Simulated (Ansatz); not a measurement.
# AlH7OSi3: the cost of one run

Computed with Ansatz 0.2.0, driven from Python. Level of theory: B3LYP/6-31G*.

### 1 The system

Bond lengths: Si1–Si2 2.188 Å, Si2–O3 1.706 Å, O3–Si4 1.787 Å, Si2–Al5 2.348 Å, Si4–Al5 2.349 Å, Si1–H6 1.548 Å, Si1–H7 1.452 Å, Si1–H8 1.431 Å, Si2–H9 1.518 Å, Si4–H10 1.410 Å, Si4–H11 1.479 Å, Al5–H12 1.614 Å. Angles (14 of 22 angles, heavy atoms first): Si1–Si2–O3 108.3°, Si1–Si2–Al5 111.4°, O3–Si2–Al5 95.2°, Si2–O3–Si4 101.5°, O3–Si4–Al5 93.0°, Si2–Al5–Si4 70.4°, Si1–Si2–H9 113.7°, O3–Si2–H9 112.0°, Al5–Si2–H9 114.5°, Si2–Si1–H6 108.5°, Si2–Si1–H7 110.7°, Si2–Si1–H8 110.7°, O3–Si4–H10 112.1°, O3–Si4–H11 105.7°.

No structure file is read: the coordinates are typed or built in the script.

### 2 The script

alh7osi3_energy.py

```python
"""Single point of AlH7OSi3."""

from pathlib import Path
import json

import ansatz
import numpy as np

config = {
    "basis": "6-31G*",
    "functional": "B3LYP",
}

alh7osi3 = (
    ansatz.Crystal.molecule()
    .atom("Si", [-2.1908, -0.1006, 0.2714])
    .atom("Si", [-0.1107, 0.3458, 0.7817])
    .atom("O", [0.753, -1.1244, 0.8469])
    .atom("Si", [1.9223, -0.9096, -0.4876])
    .atom("Al", [1.0616, 1.1979, -1.0651])
    .atom("H", [-2.9341, 1.2348, 0.0251])
    .atom("H", [-2.2626, -0.8719, -0.9569])
    .atom("H", [-2.8472, -0.7604, 1.3587])
    .atom("H", [0.0458, 1.1555, 2.0557])
    .atom("H", [3.2558, -0.9091, -0.0289])
    .atom("H", [1.5564, -1.9176, -1.5057])
    .atom("H", [1.8275, 2.6046, -1.2613])
)

job = (
    alh7osi3.calculation()
    .basis(gaussian=config["basis"])
    .functional(config["functional"])
    .forces()
    .orbitals()
)
res = job.run(threads=1, backend="cpu", runs_dir="alh7osi3_runs")
report = res.report

print("reference energy %16.6f eV" % report["reference_energy_ev"])
print("total energy     %16.6f eV" % report["free_energy_ev"])
print("occupied (up, down):", report["n_occupied"], " virtual:", report["n_virtual"], " frozen:", report["n_frozen"])

state = report["mean_field"]["state"]
print(f"mean field: {state['energy']['hartree']:.7f} Ha, <S^2> = {abs(state['spin_squared']):.4f}, stability: {state.get('stability', {}).get('kind')}")

symbols = [site.symbol for site in alh7osi3.cartesian_sites]
print("forces (eV/A)")
for symbol, f in zip(symbols, report["forces_ev_ang"]):
    print(f"  {symbol:2s} {f[0]:9.4f} {f[1]:9.4f} {f[2]:9.4f}")

charges = report["charge_distribution"]
print("dipole moment", round(4.803205 * float(np.linalg.norm(charges["dipole_moment_e_ang"])), 3), "D")
print("Mulliken:", [(s, round(q, 3)) for s, q in zip(symbols, charges["mulliken_charges_e"])])

lines = Path(report["orbitals_path"]).read_text().splitlines()
field_of = lambda key: [line.split("=")[1].strip() for line in lines if line.startswith(key)]
orbitals = [(27.211386 * float(e), s, float(n)) for e, s, n in zip(field_of("Ene="), field_of("Spin="), field_of("Occup="))]
homo = max(e for e, _, n in orbitals if n > 0.5)
lumo = min(e for e, _, n in orbitals if n < 0.5)
for e, spin, n in sorted(orbitals):
    if homo - 6 < e < lumo + 5:
        print(f"{spin:6s} {e:10.3f} eV  occupation {n:.0f}")
with open("alh7osi3.json", "w") as handle:
    json.dump({k: report[k] for k in ("free_energy_ev", "reference_energy_ev", "n_occupied", "n_virtual")}, handle, indent=1)
```

### 3 What the engine is handed

The engine receives this input:

```yaml
crystal:
  periodic: [false, false, false]
  atoms:
    - { symbol: Si, position_ang: [-2.1908, -0.1006, 0.2714] }
    - { symbol: Si, position_ang: [-0.1107, 0.3458, 0.7817] }
    - { symbol: O, position_ang: [0.753, -1.1244, 0.8469] }
    - { symbol: Si, position_ang: [1.9223, -0.9096, -0.4876] }
    - { symbol: Al, position_ang: [1.0616, 1.1979, -1.0651] }
    - { symbol: H, position_ang: [-2.9341, 1.2348, 0.0251] }
    - { symbol: H, position_ang: [-2.2626, -0.8719, -0.9569] }
    - { symbol: H, position_ang: [-2.8472, -0.7604, 1.3587] }
    - { symbol: H, position_ang: [0.0458, 1.1555, 2.0557] }
    - { symbol: H, position_ang: [3.2558, -0.9091, -0.0289] }
    - { symbol: H, position_ang: [1.5564, -1.9176, -1.5057] }
    - { symbol: H, position_ang: [1.8275, 2.6046, -1.2613] }
basis:
  gaussian:
    orbitals: "6-31G*"
hamiltonian:
  xc: b3lyp
output:
  orbitals: {}
  forces: true
```

### 4 The run

On the command line:

```bash
$ python alh7osi3_energy.py
```

Q: Estimate wall time and peak memory on 1 thread of Arm Neoverse V2, shared host.

About 7.8 s, with a peak of 0.31 GiB.
